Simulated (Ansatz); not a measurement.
# O5W: the cost of one run

Computed with Ansatz 0.2.0 (the levels named in each step, unless a step's input says otherwise).

### 1 The system as given

Bond lengths: O1–O2 1.351 Å, O1–W3 1.927 Å, O2–W3 1.927 Å, W3–O4 1.722 Å, W3–O5 1.741 Å, W3–O6 1.741 Å. Angles: O1–O2–W3 69.5°, O2–O1–W3 69.5°, O1–W3–O2 41.0°, O1–W3–O4 109.4°, O1–W3–O5 92.1°, O1–W3–O6 125.6°, O2–W3–O4 109.4°, O2–W3–O5 125.6°, O2–W3–O6 92.1°, O4–W3–O5 112.4°, O4–W3–O6 112.3°, O5–W3–O6 102.4°.

As a file:

```xyz
6

O     1.5791   -0.9084    0.0560
O     1.7348    0.3885    0.4017
W    -0.1122    0.0135   -0.0001
O    -0.9693   -0.2724    1.4654
O    -0.6837   -0.9828   -1.3081
O    -0.3711    1.6218   -0.6138
```

### 2 A rough first relaxation, PBE-D4/def2-SVPD

Input file input.yaml:

```yaml
crystal:
  periodic: [false, false, false]
  atoms:
    - { symbol: O, position_ang: [1.57907, -0.90836, 0.056] }
    - { symbol: O, position_ang: [1.73476, 0.38851, 0.40172] }
    - { symbol: W, position_ang: [-0.11222, 0.01354, -5.0e-05] }
    - { symbol: O, position_ang: [-0.96931, -0.2724, 1.46536] }
    - { symbol: O, position_ang: [-0.68374, -0.9828, -1.30813] }
    - { symbol: O, position_ang: [-0.37106, 1.62178, -0.6138] }
magnetization:
  spin_polarized: true
  initial_magnetization: 2
basis:
  gaussian: { orbitals: def2-SVPD }
hamiltonian:
  xc: pbe
  dispersion: d4
relax:
  f_tol: 0.03
  max_steps: 200
```

Command:

```console
$ ansatz run input.yaml --threads 4 --pin off --max-ram 10240MiB --backend cpu --events-out ev --progress --plain --runs-dir out
```

**Question.** How long does this run take on 4 threads of AMD EPYC 9R45 (Zen 5), shared host, and how much memory does it need?

About 20 s, with a peak of 0.47 GiB.
